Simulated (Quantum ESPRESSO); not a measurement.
Crystal: GaGe.

```
Ge Ga
1.0
     0.00000    2.89784    2.89784
     2.89784    0.00000    2.89784
     2.89784    2.89784    0.00000
Ge Ga
1 1
Cartesian
  0.0000 0.0000 0.0000
  1.4489 1.4489 1.4489
```

The cell comes from a database or a generator and needn't be the stable form of this composition.

Base run:

- Program: Quantum ESPRESSO 7.5
- Functional: PBE
- Potentials or basis: SSSP 1.3 efficiency PBE
- Cutoff: 952 eV
- Density cutoff: 7619 eV
- k mesh: 8 × 8 × 8
- Occupations: fermi-dirac, width 0.05 eV
- Spin: no spin polarisation

Its results: band gap on the k mesh none (metal or under the smearing width); pressure 0.1 GPa.

Problem. The run is repeated on the same cell with these changes: functional from PBE to LDA; potentials or basis from SSSP 1.3 efficiency PBE to GBRV 1.5 LDA; cutoff from 952 eV to 762 eV; density cutoff from 7619 eV to 6095 eV; valence electrons from 27 to 33. What comes out?

Solution. Band gap on the k mesh none (metal or under the smearing width); pressure -4.1 GPa.

Not every run made on this cell is shown here.
